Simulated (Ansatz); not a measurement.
Predict the output of the script below (Ansatz's Python interface).

`ch5nsizn.py`
```python
import ansatz
from ase import Atoms


def main() -> None:
    atoms = Atoms(["N", "C", "Zn", "Si", "H", "H", "H", "H", "H"], positions=[
        (-0.4531, 1.8507, -0.8376),
        (0.5377, 1.5588, -0.1868),
        (1.6125, -0.1449, -0.0015),
        (-0.0778, -1.5637, 0.6503),
        (-0.9648, 1.1998, -1.4745),
        (1.0312, 2.3018, 0.4538),
        (0.0213, -1.5561, -0.8053),
        (-0.3021, -2.9417, 1.1056),
        (-1.3164, -0.7509, 1.0788),
    ])

    first = (
        ansatz.Crystal.molecule_from_ase(atoms).calculation()
        .basis(gaussian="def2-SVP")
        .functional("r2scan0")
        .scf(lower_state_search="off")
        .relax(force_tolerance=0.02, max_steps=80)
    )
    atoms.positions = first.run(threads=1, backend="cpu").report["positions_ang"]

    rows = []
    for angle in [85, 95, 105, 115, 125, 140, 160]:
        bent = atoms.copy()
        bent.set_angle(1, 0, 4, angle, indices=[4])
        base = ansatz.Crystal.molecule_from_ase(bent).calculation()
        base = base.basis(gaussian="def2-SVP")
        base = base.functional("r2scan0")
        base = base.scf(lower_state_search="off")
        rows.append((angle, base.run(threads=1, backend="cpu").report["free_energy_ev"]))
    floor = min(e for _, e in rows)
    for angle, e in rows:
        print(f"angle C1-N0-H4 = {angle:3d} deg   {1000 * (e - floor):9.1f} meV")


if __name__ == "__main__":
    main()
```

```console
$ python ch5nsizn.py
angle C1-N0-H4 =  85 deg       686.6 meV
angle C1-N0-H4 =  95 deg       244.9 meV
angle C1-N0-H4 = 105 deg        25.6 meV
angle C1-N0-H4 = 115 deg         0.0 meV
angle C1-N0-H4 = 125 deg       128.5 meV
angle C1-N0-H4 = 140 deg       509.8 meV
angle C1-N0-H4 = 160 deg      1092.6 meV
```

What to keep in mind:
- These settings explore the input space; basis and method may be short of convergence.
- The scan is rigid, and the energies are electronic, in a modest basis. The zero is the lowest point of the grid, which needn't be the minimum.
- Finished in 2.5 min on 1 thread of Arm Neoverse V1, on a shared host, peak memory 0.28 GiB.
